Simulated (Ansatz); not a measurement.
**C2H5FO2Si: how energies converge with the basis set**

The task here is to estimate one member of a computed series from the others.

The runs use Ansatz 0.2.0, Gaussian basis; one geometry, several basis sets.

Plan: PBE0-D4/def2-SVP; ωB97M-V/def2-SVP; PBE0-D4/def2-QZVPP; ωB97M-V/def2-QZVPP; the functionals' def2-TZVPP values are taken from earlier runs.

### The geometry

All runs share one geometry, relaxed beforehand with PBE0-D4 in a triple-zeta def2 set.

SMILES `C=C[Si](O)(O)F`, 11 atoms, charge 0, spin multiplicity 1.

Atoms are counted from 1 here; the program's logs count them from 0.

Bond lengths: C1–C2 1.330 Å, C1–H7 1.086 Å, C1–H8 1.086 Å, C2–Si3 1.837 Å, C2–H9 1.088 Å, Si3–O4 1.634 Å, Si3–O5 1.623 Å, Si3–F6 1.600 Å, O4–H10 0.958 Å, O5–H11 0.958 Å. Angles: C2–C1–H7 121.5°, C2–C1–H8 122.2°, H7–C1–H8 116.3°, C1–C2–Si3 122.3°, C1–C2–H9 118.6°, Si3–C2–H9 119.1°, C2–Si3–O4 113.3°, C2–Si3–O5 108.5°, C2–Si3–F6 108.8°, O4–Si3–O5 109.4°, O4–Si3–F6 107.0°, O5–Si3–F6 109.9°, Si3–O4–H10 117.5°, Si3–O5–H11 118.4°.

Set-up of the first run:

File in.yaml:

```yaml
crystal:
  periodic: [false, false, false]
  atoms:
    - {symbol: C, position_ang: [0.388694, -0.501602, 1.809564]}
    - {symbol: C, position_ang: [-0.460303, 0.162107, 1.029894]}
    - {symbol: Si, position_ang: [-0.203404, 0.330679, -0.781081]}
    - {symbol: O, position_ang: [1.189447, -0.346308, -1.300837]}
    - {symbol: O, position_ang: [-1.456443, -0.361365, -1.546508]}
    - {symbol: F, position_ang: [-0.133079, 1.885942, -1.148861]}
    - {symbol: H, position_ang: [1.273336, -0.983941, 1.404034]}
    - {symbol: H, position_ang: [0.235796, -0.598183, 2.880642]}
    - {symbol: H, position_ang: [-1.335576, 0.620767, 1.485913]}
    - {symbol: H, position_ang: [1.972121, 0.205856, -1.314824]}
    - {symbol: H, position_ang: [-1.405189, -0.470952, -2.497236]}
basis:
  gaussian: {orbitals: def2-SVP}
hamiltonian: {xc: pbe0, dispersion: d4}
output: {orbitals: {seedname: orbitals}}
```

Among the steps run: PBE0-D4 in def2-SVP; ωB97M-V in def2-SVP; PBE0-D4 in def2-QZVPP; ωB97M-V in def2-QZVPP.

One table of the session follows, with a row left open; its other results are not shown here.

It belongs to the step «Density functionals: the series». 

```
functional       basis  HOMO (eV)
   PBE0-D4    def2-SVP      -8.18
   PBE0-D4  def2-TZVPP      -8.28
   PBE0-D4  def2-QZVPP          ?
   ωB97M-V    def2-SVP     -10.45
   ωB97M-V  def2-TZVPP     -10.56
   ωB97M-V  def2-QZVPP     -10.59
```

Q: Estimate the row for PBE0-D4, def2-QZVPP from the others.

The run gave: HOMO (eV): -8.31. In the column «HOMO (eV)» it lies between ωB97M-V, def2-SVP (-10.45) and PBE0-D4, def2-TZVPP (-8.28).
